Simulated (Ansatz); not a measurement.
# CaZn5: a listed cell, distorted in several ways

How do energy, forces, pressure and gap of CaZn5 change under moves of single atoms, further strains and shifts, distortions that keep the symmetry? Each case is one self-consistent run.

Method: DFT PBEsol, scalar-relativistic, plane waves, PAW, in Ansatz 0.2.0.

## Step 1: Starting point

It takes space group P6/mmm (No. 191, hexagonal). The conventional cell has a = 5.307 Å, b = 5.307 Å, c = 4.194 Å, α = 90.00°, β = 90.00°, γ = 120.00°. Ca (site symmetry 6/mmm) is surrounded by 18 Zn at 3.06 to 3.38 Å. Zn (site symmetry mmm) has 8 Zn at 2.60 to 2.65 Å as nearest neighbours. Zn (site symmetry -6m2) has 6 Zn at 2.60 Å as nearest neighbours.

Coordinates:

```xyz
6
Lattice="5.3070 0.0000 0.0000 -2.6535 4.5960 0.0000 0.0000 0.0000 4.1945" Properties=species:S:1:pos:R:3 pbc="T T T"
Ca    0.0000    0.0000    0.0000
Zn    2.6535    0.0000    2.0972
Zn    1.3268    2.2980    2.0972
Zn   -1.3268    2.2980    2.0972
Zn    0.0000    3.0640    0.0000
Zn    2.6535    1.5320    0.0000
```

The structure comes from the Materials Project (structure only).

## Step 2: Reference: the cell as listed

input.yaml reads:

```yaml
crystal:
  lattice:
    - [5.3070165992, 0.0, 0.0]
    - [-2.6535082996, 4.5960111932, 0.0]
    - [0.0, 0.0, 4.19445313]
  atoms:
    - { symbol: Ca, position: [0.0, 0.0, 0.0] }
    - { symbol: Zn, position: [0.5, 0.0, 0.5] }
    - { symbol: Zn, position: [0.5, 0.5, 0.5] }
    - { symbol: Zn, position: [0.0, 0.5, 0.5] }
    - { symbol: Zn, position: [0.33333333, 0.66666667, 0.0] }
    - { symbol: Zn, position: [0.66666667, 0.33333333, 0.0] }
basis:
  ecutwfc: 420
kpoints:
  mp_grid: { grid: [9, 9, 8] }
hamiltonian:
  xc: pbesol
scf:
  occupations: { method: gaussian, width: 0.1 }
output:
  forces: true
  stress: true
  eigenvalues: true
  populations: true
```

## Step 3: One atom moved

input.yaml, as its differences from that of step 2:

```diff
@@ -9,5 +9,5 @@
     - { symbol: Zn, position: [0.5, 0.5, 0.5] }
-    - { symbol: Zn, position: [0.0, 0.5, 0.5] }
-    - { symbol: Zn, position: [0.33333333, 0.66666667, 0.0] }
-    - { symbol: Zn, position: [0.66666667, 0.33333333, 0.0] }
+    - { symbol: Zn, position: [0.0008336481, 0.5230917627, 0.5213305519] }
+    - { symbol: Zn, position: [0.3333333333, 0.6666666667, 0.0] }
+    - { symbol: Zn, position: [0.6666666667, 0.3333333333, 0.0] }
 basis:
@@ -24,2 +24 @@
   eigenvalues: true
-  populations: true
```

## Step 4: A change within the space group

input.yaml, as its differences from that of step 3:

```diff
@@ -2,5 +2,5 @@
   lattice:
-    - [5.3070165992, 0.0, 0.0]
-    - [-2.6535082996, 4.5960111932, 0.0]
-    - [0.0, 0.0, 4.19445313]
+    - [5.2104288971, 0.0, 0.0]
+    - [-2.6052144485, 4.5123637895, 0.0]
+    - [0.0, 0.0, 4.2439476769]
   atoms:
@@ -9,3 +9,3 @@
     - { symbol: Zn, position: [0.5, 0.5, 0.5] }
-    - { symbol: Zn, position: [0.0008336481, 0.5230917627, 0.5213305519] }
+    - { symbol: Zn, position: [0.0, 0.5, 0.5] }
     - { symbol: Zn, position: [0.3333333333, 0.6666666667, 0.0] }
```

## Step 5: A single atom displaced

input.yaml, as its differences from that of step 4:

```diff
@@ -2,5 +2,5 @@
   lattice:
-    - [5.2104288971, 0.0, 0.0]
-    - [-2.6052144485, 4.5123637895, 0.0]
-    - [0.0, 0.0, 4.2439476769]
+    - [5.3070165992, 0.0, 0.0]
+    - [-2.6535082996, 4.5960111932, 0.0]
+    - [0.0, 0.0, 4.19445313]
   atoms:
@@ -10,3 +10,3 @@
     - { symbol: Zn, position: [0.0, 0.5, 0.5] }
-    - { symbol: Zn, position: [0.3333333333, 0.6666666667, 0.0] }
+    - { symbol: Zn, position: [0.3249202188, 0.6609464891, 0.0051425059] }
     - { symbol: Zn, position: [0.6666666667, 0.3333333333, 0.0] }
```

## Step 6: A distortion that keeps the symmetry

input.yaml reads:

```yaml
crystal:
  lattice:
    - [5.4710564823, 0.0, 0.0]
    - [-2.7355282411, 4.7380738992, 0.0]
    - [0.0, 0.0, 4.3870204732]
  atoms:
    - { symbol: Ca, position: [0.0, 0.0, 0.0] }
    - { symbol: Zn, position: [0.5, 0.0, 0.5] }
    - { symbol: Zn, position: [0.5, 0.5, 0.5] }
    - { symbol: Zn, position: [0.0, 0.5, 0.5] }
    - { symbol: Zn, position: [0.3333333333, 0.6666666667, 0.0] }
    - { symbol: Zn, position: [0.6666666667, 0.3333333333, 0.0] }
basis:
  ecutwfc: 420
kpoints:
  mp_grid: { grid: [9, 9, 8] }
hamiltonian:
  xc: pbesol
scf:
  occupations: { method: gaussian, width: 0.1 }
output:
  forces: true
  stress: true
  eigenvalues: true
```

## Step 7: A distortion that keeps the symmetry

input.yaml, as its differences from that of step 6:

```diff
@@ -2,5 +2,5 @@
   lattice:
-    - [5.4710564823, 0.0, 0.0]
-    - [-2.7355282411, 4.7380738992, 0.0]
-    - [0.0, 0.0, 4.3870204732]
+    - [5.3282977358, 0.0, 0.0]
+    - [-2.6641488679, 4.6144411981, 0.0]
+    - [0.0, 0.0, 4.4629400749]
   atoms:
```

What does the calculation give? Wanted: for each run, case; energy; pressure; largest force.

The runs gave:

```
step                                  case  energy (meV/atom)  pressure (GPa)  largest force (eV/Å)  gap on the mesh (eV)
                               listed cell                  0            -1.4                  0.00                  0.00
   3                        one atom moved               +5.6            -1.2                  0.49                  0.00
   4       a change within the space group               +3.3             0.2                  0.00                  0.00
   5               a single atom displaced               +0.7            -1.4                  0.20                  0.00
   6  a distortion that keeps the symmetry              +54.4            -6.8                  0.00                  0.00
   7  a distortion that keeps the symmetry              +42.3            -5.2                  0.00                  0.00
```

Energies are counted from the listed cell, with the smearing taken to zero. A gap of 0.00 means none on the mesh at this level.

**Reading.** At the listed geometry the pressure is -1.4 GPa and the largest force 0.00 eV/Å: not this functional's equilibrium. The lowest comparable point ties with the listed cell within 3 meV/atom. The costliest is step 6, at 54 meV/atom. Among the distorted cells of the listed formula and level the largest force, 0.49 eV/Å, acts on Zn4 in step 3. The pressure is 0.2 GPa in the smallest cell and -6.8 GPa in the largest; between them shape and moved atoms count too. The distorted cells of the listed formula and level show no gap on the mesh.
